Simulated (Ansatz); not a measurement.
**doublet GaSiH4OF+ at 6 levels**

Aim: a comparison of 6 runs (UHF/3-21G, U-revPBE/6-31G*, UB3LYP/6-31G*, UPBE0/6-31G*, RPA@PBE0/6-31G*, UCCSD(T)/6-31G*) of doublet GaSiH4OF+. 

The results are computed with Ansatz 0.2.0.

130 further runs of the same task are left out: 3 that didn't finish, 127 set aside as unsound or not needed.

## (1) The molecule

GaSiH4OF+ has 8 atoms, charge +1, and is taken as a doublet. As SMILES of the parent species, `[F][GaH][O][SiH3]`. The shape is that of a PBE0-D4/def2-TZVP optimisation. This is one conformer, not always the lowest. That shape belongs to the parent species and isn't relaxed for this state.

Bond lengths: F1–Ga2 1.751 Å, Ga2–O3 1.763 Å, O3–Si4 1.639 Å, Ga2–H5 1.537 Å, Si4–H6 1.485 Å, Si4–H7 1.487 Å, Si4–H8 1.487 Å. Angles: F1–Ga2–O3 113.0°, Ga2–O3–Si4 138.2°, F1–Ga2–H5 121.9°, O3–Ga2–H5 125.1°, O3–Si4–H6 108.0°, O3–Si4–H7 111.0°, O3–Si4–H8 111.0°, H6–Si4–H7 109.1°, H6–Si4–H8 109.1°, H7–Si4–H8 108.7°.

## (2) The energy at UHF/3-21G (run 1)

input.yaml

```yaml
crystal:
  periodic: [false, false, false]
  atoms:
    - symbol: F
      position_ang: [0.857100, 1.472000, 1.846200]
    - symbol: Ga
      position_ang: [1.323900, 1.220200, 0.177500]
    - symbol: O
      position_ang: [0.322200, 0.024800, -0.644000]
    - symbol: Si
      position_ang: [-0.952800, -0.945800, -0.299100]
    - symbol: H
      position_ang: [2.493100, 1.984200, -0.463100]
    - symbol: H
      position_ang: [-1.287500, -1.717200, -1.523200]
    - symbol: H
      position_ang: [-0.618600, -1.894300, 0.796900]
    - symbol: H
      position_ang: [-2.137300, -0.143800, 0.108800]
basis:
  gaussian:
    orbitals: 3-21G-spherical.json
total_charge: 1
magnetization:
  spin_polarized: true
  initial_magnetization: 1
output: {orbitals: {seedname: orbitals}}
hamiltonian:
  xc: hf
accuracy: high
```

The basis set 3-21G is read from a file made from the Basis Set Exchange's data (not shown).

On the command line:

```sh
$ ansatz run input.yaml --threads 1 --pin off --max-ram 3480MiB --events-out events.jsonl --progress --plain --runs-dir runs
```

Log:

```text
Warning: RAYON_NUM_THREADS=1 ignored (pool sized by the plan → 1); use --threads N
Functional definition: HF
  name "HF"
  exchange = exact_x
  correlation = 0
1212 factors; integrals over basis functions are off by at most 9.3e-9 eV
mean field evaluation 1: about -64662.3828 eV, gradient 5.0e1 eV
mean field evaluation 2: about -64662.4068 eV, gradient 5.0e1 eV
mean field evaluation 4: about -64671.6507 eV, gradient 4.3e0 eV
mean field evaluation 8: about -64672.3816 eV, gradient 2.2e0 eV
mean field evaluation 16: about -64672.7623 eV, gradient 6.4e-2 eV
mean field evaluation 32: about -64672.7821 eV, gradient 1.6e-8 eV
mean field evaluation 64: about -64672.7738 eV, gradient 7.3e-2 eV
mean field evaluation 96: about -64672.7814 eV, gradient 1.1e-1 eV
mean field evaluation 128: about -64671.7068 eV, gradient 3.4e0 eV
mean field evaluation 160: about -64666.1355 eV, gradient 4.2e1 eV
mean field evaluation 192: about -64672.7813 eV, gradient 1.7e-1 eV
mean field -64672.78206180 eV, -2376.6809039850 hartree, gradient 1.6e-8 eV, S^2 0.762455; 3 other end points of the search recorded, 0 dependent functions left out
reference -64672.78206180 eV, -2376.6809039850 hartree; 33, 32 occupied and 28, 29 virtual orbitals, 1212 factors
Total energy: -64672.78206180 eV, -2376.6809039850 hartree
```

Wall time 8.7 s (1 thread of Intel Xeon Platinum 8488C (Sapphire Rapids), shared host); peak memory 0.22 GiB.

## (3) The energy at U-revPBE/6-31G(d) (spherical functions) (run 2)

molecule.yaml

```yaml
basis:
  gaussian: {orbitals: 6-31G_st_-spherical.json}
crystal:
  periodic: [false, false, false]
  atoms:
    - {symbol: F, position_ang: [0.857100, 1.472000, 1.846200]}
    - {symbol: Ga, position_ang: [1.323900, 1.220200, 0.177500]}
    - {symbol: O, position_ang: [0.322200, 0.024800, -0.644000]}
    - {symbol: Si, position_ang: [-0.952800, -0.945800, -0.299100]}
    - {symbol: H, position_ang: [2.493100, 1.984200, -0.463100]}
    - {symbol: H, position_ang: [-1.287500, -1.717200, -1.523200]}
    - {symbol: H, position_ang: [-0.618600, -1.894300, 0.796900]}
    - {symbol: H, position_ang: [-2.137300, -0.143800, 0.108800]}
total_charge: 1
magnetization: {spin_polarized: true, initial_magnetization: 1}
hamiltonian: {xc: {name: revPBE}}
accuracy: high
output: {orbitals: {seedname: orbitals}}
```

The basis set 6-31G* is read from a file made from the Basis Set Exchange's data (not shown).

On the command line:

```sh
$ ansatz run molecule.yaml --threads 1 --pin off --max-ram 3480MiB --events-out events.jsonl --progress --plain --runs-dir runs
```

Log, cut to the lines that bear on the results:

```text
Warning: RAYON_NUM_THREADS=1 ignored (pool sized by the plan → 1); use --threads N
Functional definition: revPBE
  name "revPBE"
[...]
1862 factors; integrals over basis functions are off by at most 4.5e-9 eV
[...]
mean field -65061.09091370 eV, -2390.9509910871 hartree, gradient 2.3e-8 eV, S^2 0.753407; 10 other end points of the search recorded, 0 dependent functions left out
reference -65061.09092009 eV, -2390.9509913220 hartree; 33, 32 occupied and 53, 54 virtual orbitals, 1862 factors
Total energy: -65061.09092009 eV, -2390.9509913220 hartree
```

Wall time 51 s (1 thread of Intel Xeon Platinum 8488C (Sapphire Rapids), shared host); peak memory 0.32 GiB.

Run 3 isn't shown in full; the table further down has it.

## (4) A single-point energy at UPBE0/6-31G(d) (spherical functions) (run 4)

in.yaml

```yaml
crystal:
  periodic: [false, false, false]
  atoms:
    - symbol: F
      position_ang: [0.857100, 1.472000, 1.846200]
    - symbol: Ga
      position_ang: [1.323900, 1.220200, 0.177500]
    - symbol: O
      position_ang: [0.322200, 0.024800, -0.644000]
    - symbol: Si
      position_ang: [-0.952800, -0.945800, -0.299100]
    - symbol: H
      position_ang: [2.493100, 1.984200, -0.463100]
    - symbol: H
      position_ang: [-1.287500, -1.717200, -1.523200]
    - symbol: H
      position_ang: [-0.618600, -1.894300, 0.796900]
    - symbol: H
      position_ang: [-2.137300, -0.143800, 0.108800]
basis:
  gaussian:
    orbitals: 6-31G_st_-spherical.json
total_charge: 1
hamiltonian:
  xc: {name: PBE0}
output:
  orbitals: {seedname: orbitals}
accuracy: high
magnetization:
  spin_polarized: true
  initial_magnetization: 1
```

The basis set 6-31G* is read from a file made from the Basis Set Exchange's data (not shown).

On the command line:

```sh
$ ansatz run in.yaml --threads 1 --pin off --max-ram 3480MiB --events-out events.jsonl --progress --plain --runs-dir runs
```

Log, cut to the lines that bear on the results:

```text
Warning: RAYON_NUM_THREADS=1 ignored (pool sized by the plan → 1); use --threads N
Functional definition: PBE0
  name "PBE0"
[...]
1862 factors; integrals over basis functions are off by at most 4.5e-9 eV
[...]
mean field -65052.77501058 eV, -2390.6453872842 hartree, gradient 9.7e-8 eV, S^2 0.759751; 7 other end points of the search recorded, 0 dependent functions left out
reference -65052.77501448 eV, -2390.6453874276 hartree; 33, 32 occupied and 53, 54 virtual orbitals, 1862 factors
Total energy: -65052.77501448 eV, -2390.6453874276 hartree
```

It took 67 s on 1 thread of Intel Xeon Platinum 8488C (Sapphire Rapids), shared host; peak memory 0.54 GiB.

Run 5 isn't shown in full; the table further down has it.

## (5) A single-point energy at UCCSD(T)/6-31G(d) (spherical functions) (run 6)

molecule.yaml: that of step 3 with these lines changed.

```diff
@@ -1,3 +1 @@
-basis:
-  gaussian: {orbitals: 6-31G_st_-spherical.json}
 crystal:
@@ -13,6 +11,14 @@
     - {symbol: H, position_ang: [-2.137300, -0.143800, 0.108800]}
+basis:
+  gaussian:
+    orbitals: 6-31G_st_-spherical.json
 total_charge: 1
-magnetization: {spin_polarized: true, initial_magnetization: 1}
-hamiltonian: {xc: {name: revPBE}}
+magnetization:
+  spin_polarized: true
+  initial_magnetization: 1
+correlation:
+  method: ccsd_t
+  frozen_orbitals: {F: 1, Ga: 9, H: 0, O: 1, Si: 5}
 accuracy: high
-output: {orbitals: {seedname: orbitals}}
+scf:
+  omitted_lower_state_checks: [cluster_reference, increment]
```

The basis set 6-31G* is read from a file made from the Basis Set Exchange's data (not shown).

On the command line:

```sh
$ ansatz run molecule.yaml --threads 1 --pin off --max-ram 3480MiB --events-out events.jsonl --progress --plain --runs-dir runs
```

Log:

```text
Warning: RAYON_NUM_THREADS=1 ignored (pool sized by the plan → 1); use --threads N
[... 15 lines left out ...]
16 core orbitals not correlated: weight in the atoms' cores, before any rotation towards them, 1.000 or more for the frozen orbitals, at most 0.000 for the correlated occupied ones
[... 50 lines left out ...]
Total energy: -65005.13105578 eV, -2388.8945042394 hartree
Checks for a lower state left out: cluster_reference, increment
```

Run time: 2 min. Hardware: 1 thread of Intel Xeon Platinum 8488C (Sapphire Rapids), shared host; peak memory 0.82 GiB.

## (6) Overview of the runs

```csv
run,level,frozen core orbitals,energy (Eh),HOMO energy (eV),⟨S²⟩,wall time
1,UHF/3-21G,–,-2376.680904,-18.29,0.762,8.7 s
2,U-revPBE/6-31G* (spherical functions),–,-2390.950991,-13.47,0.753,51 s
3,UB3LYP/6-31G* (spherical functions),–,-2391.273680,-14.79,0.758,88 s
4,UPBE0/6-31G* (spherical functions),–,-2390.645387,-15.02,0.760,67 s
5,RPA@PBE0/6-31G* (spherical functions),16,-2389.075235,–,0.760,78 s
6,UCCSD(T)/6-31G* (spherical functions),16,-2388.894504,–,0.765,2 min
```

## (7) Summary of results

| quantity | value |
| --- | --- |
| run 6: total energy | -2388.89450 Eh |
| run 6: correlation energy (16 core orbitals frozen) | -667.8 mEh |
| run 6: (T) correction | -15.28 mEh |
| run 6: ⟨S²⟩ of the reference determinant | 0.765 |
| run 6: T1 diagnostic | 0.058 |

What this shows: Totals of different functionals can't be ranked against each other. All runs together took 6.9 min, the longest 2 min.
